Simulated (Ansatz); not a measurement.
**CH3F2In: an energy map over two coordinates**

Aim: map the energy of CH3F2In, SMILES F[CH2][InH][F] over two coordinates, and find its wells, ridges and stiffness.

The runs use Ansatz 0.2.0; RKS CAM-B3LYP-D4/def2-SVP.

## Step 1: The system as given

SMILES `F[CH2][InH][F]`, 7 atoms, charge 0, spin multiplicity 1.

Atoms are counted from 1 here; the program's logs count them from 0.

Bond lengths: F1–C2 1.383 Å, C2–In3 2.202 Å, C2–H5 1.113 Å, C2–H6 1.113 Å, In3–F4 1.998 Å, In3–H7 1.733 Å. Angles: F1–C2–In3 112.2°, F1–C2–H5 110.1°, F1–C2–H6 110.1°, In3–C2–H5 108.0°, In3–C2–H6 108.1°, H5–C2–H6 108.2°, C2–In3–F4 108.7°, C2–In3–H7 140.2°, F4–In3–H7 111.1°.

Coordinates:

```mol
CH3F2In
  3D, bonds by distance, orders not assigned

  7  6  0  0  0  0  0  0  0  0999 V2000
    0.6744    1.7799    0.8538 F   0  0
   -0.2914    0.8257    0.5896 C   0  0
    0.4815   -0.8201   -0.6525 In  0  0
   -0.9930   -2.1306   -0.9694 F   0  0
   -1.1497    1.2883    0.0526 H   0  0
   -0.6711    0.3917    1.5421 H   0  0
    1.9493   -1.3349   -1.4161 H   0  0
  1  2  8  0
  2  3  8  0
  2  5  8  0
  2  6  8  0
  3  4  8  0
  3  7  8  0
M  END
```

This geometry comes from a loose relaxation at PBE in a small basis, which is not shown.

## Step 3: Setting up the map

The axes are (1) umbrella angle at In3 (between each of its bonds and their common axis; 90 is planar): 15 values from 66.0 to 114.0 °; (2) change of the bonds In3–C2, In3–F4, In3–H7, all alike: 15 values from −0.214 to 0.331 Å.

Nothing else is relaxed (all other coordinates rigid). Energies count from the relaxed molecule at the same level. Points are written as (first, second).

(The set-up runs are not shown.)

## Step 4: Grid point (114.0°, 0.136 Å)

Contents of input.yaml:

```yaml
crystal:
  periodic: [false, false, false]
  atoms:
    - { symbol: F, position_ang: [1.026106, 1.090519, 1.708497] }
    - { symbol: C, position_ang: [-0.025191, 0.290576, 1.316947] }
    - { symbol: In, position_ang: [0.461927, -0.822594, -0.641796] }
    - { symbol: F, position_ang: [-0.718273, -2.520839, -0.254289] }
    - { symbol: H, position_ang: [-0.92578, 0.91033, 1.174393] }
    - { symbol: H, position_ang: [-0.246391, -0.441148, 2.111386] }
    - { symbol: H, position_ang: [2.103495, -1.655131, -0.7567] }
basis:
  gaussian: { orbitals: def2-SVP }
hamiltonian:
  xc: { name: CAM-B3LYP }
  dispersion: d4
output:
  forces: true
```

On the command line:

```sh
$ ansatz run input.yaml --threads 1 --pin off --max-ram 2560MiB --backend cpu --events-out ev --progress --plain --runs-dir out
```

Further runs follow: all other points of the grid.

What does the calculation give? Wanted: lowest point; highest computed point; largest force on an atom.

The runs gave:

| quantity | value |
| --- | --- |
| lowest point | (90.0°, 0.019 Å), 0.8 kJ/mol |
| highest computed point | (66.0°, −0.214 Å), 269 kJ/mol above the lowest |
| largest force on an atom (eV/Å) | 0.4 at (90.0°, 0.019 Å) to 8.9 at (66.0°, −0.214 Å); 0.4 at the lowest point |
| time for the whole task | 8.8 min on 1 thread, shared host |

**Reading.** The lowest computed point is at (90.0°, 0.019 Å), 0.8 kJ/mol from the relaxed molecule at the same level. The grid is coarse, so the true minimum lies between grid points and may sit elsewhere than the lowest one. No other kind of well shows on this grid. The highest computed point, (66.0°, −0.214 Å), lies 269 kJ/mol above the lowest. Round the minimum the two coordinates are nearly uncoupled.
